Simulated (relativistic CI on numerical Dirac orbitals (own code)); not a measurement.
# Cu³⁺: L2,3 absorption with charge transfer

Wanted: the shape of the L2,3 absorption spectrum of Cu³⁺ in a cubic metal-ligand cluster, for 5 values of Delta.

The numbers are computed with relativistic CI on numerical Dirac orbitals (own code) version 3 (charge-transfer multiplet model of a cubic metal-ligand cluster with up to 3 ligand holes, Slater and spin-orbit integrals from Dirac-Coulomb-Breit ions, Slater integrals scaled by 0.8), except any that are marked as measured or tabulated.

## 1. Starting point

```
ion                  : Cu³⁺ (Cu IV)
nuclear charge       : 29
electrons            : 26
d electrons          : 8
ligand holes at most : 2
parameters           : in eV; Veg, Vt2g hoppings, tenDq and tenDqL metal and ligand splittings (negative tenDq: tetrahedral), red the scaling of hopping with a core hole
temperature          : 300 K
widths               : Lorentz 0.4 eV, Gauss 0.3 eV
```

## 2. Delta = 3.5 eV

Input settings:

```ini
cluster ion=Cu3+ d8 ligand_holes=3 slater_scale=0.8
Delta=3.5 Udd=6.6 Upd=7.9 tenDq=1.65 tenDqL=0.1 Veg=2.45 Vt2g=-1.22 red=0.8
spectrum xas L2,3 T=300 lorentz=0.4 gauss=0.3
```

The run is started by

```bash
$ python run_levels.py task.json out
```

The settings of every run stand in task.json; they run in order.

## 3. Delta = 0.5 eV

Input settings:

```ini
cluster ion=Cu3+ d8 ligand_holes=3 slater_scale=0.8
Delta=0.5 Udd=6.6 Upd=7.9 tenDq=1.65 tenDqL=0.1 Veg=2.45 Vt2g=-1.22 red=0.8
spectrum xas L2,3 T=300 lorentz=0.4 gauss=0.3
```

## 4. Delta = 1.5 eV

Input settings:

```ini
cluster ion=Cu3+ d8 ligand_holes=3 slater_scale=0.8
Delta=1.5 Udd=6.6 Upd=7.9 tenDq=1.65 tenDqL=0.1 Veg=2.45 Vt2g=-1.22 red=0.8
spectrum xas L2,3 T=300 lorentz=0.4 gauss=0.3
```

## 5. Delta = 5.5 eV

Input settings:

```ini
cluster ion=Cu3+ d8 ligand_holes=3 slater_scale=0.8
Delta=5.5 Udd=6.6 Upd=7.9 tenDq=1.65 tenDqL=0.1 Veg=2.45 Vt2g=-1.22 red=0.8
spectrum xas L2,3 T=300 lorentz=0.4 gauss=0.3
```

## 6. Delta = 6.5 eV

Input settings:

```ini
cluster ion=Cu3+ d8 ligand_holes=3 slater_scale=0.8
Delta=6.5 Udd=6.6 Upd=7.9 tenDq=1.65 tenDqL=0.1 Veg=2.45 Vt2g=-1.22 red=0.8
spectrum xas L2,3 T=300 lorentz=0.4 gauss=0.3
```

(Steps that only read results are left out.)

Q: Predict the outcome of this session. Wanted: d count; ground spin.

The runs gave:

| run | d count | weight without ligand hole | ground S | up to four highest peaks (% of the highest), eV from the first main peak |
| --- | --- | --- | --- | --- |
| Delta = 3.5 eV | 8.21 | 0.79 | 1.00 | 0.0 (100), 1.8 (19), 20.2 (25), 21.3 (24) |
| Delta = 0.5 eV | 8.40 | 0.62 | 1.00 | 0.0 (100), 1.0 (18), 20.1 (26), 20.8 (24) |
| Delta = 1.5 eV | 8.33 | 0.69 | 1.00 | 0.0 (100), 1.4 (17), 20.2 (25), 21.0 (23) |
| Delta = 5.5 eV | 8.14 | 0.86 | 1.00 | 0.0 (100), 2.2 (21), 20.2 (26), 21.4 (25) |
| Delta = 6.5 eV | 8.12 | 0.88 | 1.00 | 0.0 (100), 2.2 (23), 20.2 (26), 21.4 (25) |

| quantity | value |
| --- | --- |
| d count | 8.12 to 8.40 |
| ground spin (effective S from ⟨S²⟩) | 1.00 |

**Reading.** From Delta = 0.5 eV to Delta = 6.5 eV the ground-state d count goes from 8.40 to 8.12. In the first run d8 holds 79 % of the ground state. The cluster parameters are drawn, not fitted to a compound.
